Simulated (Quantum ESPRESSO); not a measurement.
PtSeS5: single point with PBE

The system is PtSeS5.

```
CELL_PARAMETERS angstrom
4.61465 0.00000 0.00000
0.00000 4.61465 0.00000
0.00000 0.00000 7.40575
ATOMIC_POSITIONS crystal
Pt 0.00000 0.00000 0.50000
Se 0.00000 0.00000 0.00000
S 0.00000 0.50000 0.30143
S 0.00000 0.50000 0.69857
S 0.50000 0.00000 0.30143
S 0.50000 0.00000 0.69857
S 0.50000 0.50000 0.00000
```

The cell was built by a generator and needn't be a form met in nature.

- Program: Quantum ESPRESSO 7.5
- Task: single point
- Functional: PBE
- Potentials or basis: SSSP 1.3 efficiency PBE
- Cutoff: 748 eV
- Density cutoff: 5987 eV
- k mesh: 6 × 6 × 4
- Occupations: fermi-dirac, width 0.05 eV
- Spin: no spin polarisation

```json
{"Pressure": "-12.7 GPa", "Largest force": "0.746 eV/Å", "Band gap on the k mesh": "none (metal or under the smearing width)"}
```

Forces on the atoms (eV/Å):
```
Pt   0.000  0.000  0.000
Se   0.000  0.000  0.000
S    0.000  0.000  0.746
S    0.000  0.000 -0.746
S    0.000  0.000  0.746
S    0.000  0.000 -0.746
S    0.000  0.000  0.000
```

Stress tensor (GPa, compression positive):
```
-13.27   0.00   0.00
  0.00 -13.27   0.00
  0.00   0.00 -11.59
```

Levels at points of the mesh, in eV from the Fermi level:
| k point | band 24 | band 25 | band 26 | band 27 | band 28 | band 29 |
| --- | --- | --- | --- | --- | --- | --- |
| (0.00, 0.00, 0.00) | -0.79 | -0.79 | -0.31 | 0.10 | 0.95 | 0.95 |
| (0.00, 0.00, -0.50) | -0.50 | -0.47 | -0.47 | -0.45 | -0.10 | 0.23 |
| (0.00, -0.50, 0.00) | -1.10 | -0.70 | -0.30 | -0.11 | 0.01 | 0.38 |
| (0.00, -0.50, -0.50) | -1.24 | -1.00 | -0.88 | -0.15 | 0.04 | 0.71 |
| (-0.50, -0.50, 0.00) | 0.08 | 0.08 | 0.17 | 0.17 | 0.34 | 0.80 |
| (-0.50, -0.50, -0.50) | 0.05 | 0.05 | 0.37 | 0.76 | 0.85 | 0.85 |

It took 5.5 min on 1 thread of Intel(R) Xeon(R) Platinum 8259CL CPU @ 2.50GHz (Skylake/Cascade Lake), on a shared host, peak memory 0.75 GiB.

The run has no spin-orbit coupling, so splittings on Pt are missing.
